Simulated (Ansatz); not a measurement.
# Al7N: the cost of one run

Program: Ansatz 0.2.0. Level of theory: DFT PBE, scalar-relativistic, plane waves, PAW, unless a step names another level. These are calculated values, not measurements.

1 further run of the same task is left out (it didn't finish).

### Step 1. The system as given

The structure is trigonal, space group R3m (No. 160). Conventional cell: a = 2.976 Å, b = 2.976 Å, c = 48.726 Å, α = 90.00°, β = 90.00°, γ = 120.00°. Around Al (site symmetry 3m) lie 12 Al at 2.84 to 2.98 Å. Al (site symmetry 3m) has 12 Al at 2.79 to 2.98 Å as nearest neighbours. Al (site symmetry 3m) has 1 N at 1.90 Å as nearest neighbours. Al (site symmetry 3m) has 3 N at 1.87 Å as nearest neighbours. Around Al (site symmetry 3m) lie 12 Al at 2.81 to 2.98 Å. Around N (site symmetry 3m) lie 4 Al at 1.87 to 1.90 Å.

As a file:

```xyz
8
Lattice="1.4878 0.8590 16.2420 -1.4878 0.8590 16.2420 0.0000 -1.7179 16.2420" Properties=species:S:1:pos:R:3 pbc="T T T"
Al    0.0000    0.0000   10.4074
Al    0.0000    0.0000   45.1726
Al    0.0000    0.0000   31.1318
Al    0.0000    0.0000   17.5120
Al    0.0000    0.0000    3.6648
Al    0.0000    0.0000   38.3724
Al    0.0000    0.0000   24.3859
N     0.0000    0.0000   33.0273
```

It came out lowest among 37 distinct ends of the trial cells. At a tolerance of 0.05 Å it has space group R3m (No. 160).

### Step 2. Tight relaxation for the response runs, on the response runs' mesh and smearing

Contents of input.yaml:

```yaml
crystal:
  lattice:
    - [1.4877770618, 0.8589684871, 16.2419674604]
    - [-1.4877770618, 0.8589684871, 16.2419674604]
    - [0.0, -1.7179369742, 16.2419674604]
  atoms:
    - { symbol: Al, position: [0.2135905005, 0.2135905005, 0.2135905005] }
    - { symbol: Al, position: [0.9270765826, 0.9270765826, 0.9270765826] }
    - { symbol: Al, position: [0.6389174372, 0.6389174372, 0.6389174372] }
    - { symbol: Al, position: [0.3593989144, 0.3593989144, 0.3593989144] }
    - { symbol: Al, position: [0.0752118992, 0.0752118992, 0.0752118992] }
    - { symbol: Al, position: [0.7875158272, 0.7875158272, 0.7875158272] }
    - { symbol: Al, position: [0.5004713678, 0.5004713678, 0.5004713678] }
    - { symbol: "N", position: [0.6778174712, 0.6778174712, 0.6778174712] }
basis:
  ecutwfc: 420
kpoints:
  mp_grid: { grid: [12, 12, 12] }
hamiltonian:
  xc: pbe
scf:
  occupations: { method: gaussian, width: 0.1 }
output:
  forces: true
  stress: true
  eigenvalues: true
relax:
  adjacent_minimum: "off"
  f_tol: 0.001
  max_steps: 60
  cell: { stress_tol: 0.01 }
```

On the command line:

```console
ansatz run input.yaml --threads 3 --pin off --max-ram 7680MiB --backend cpu --events-out ev --progress --plain --runs-dir out
```

**Question.** How long does this run take on 3 threads of Intel Xeon 6975P-C (Granite Rapids), shared host, and how much memory does it need?

About 55 s, with a peak of 0.74 GiB.
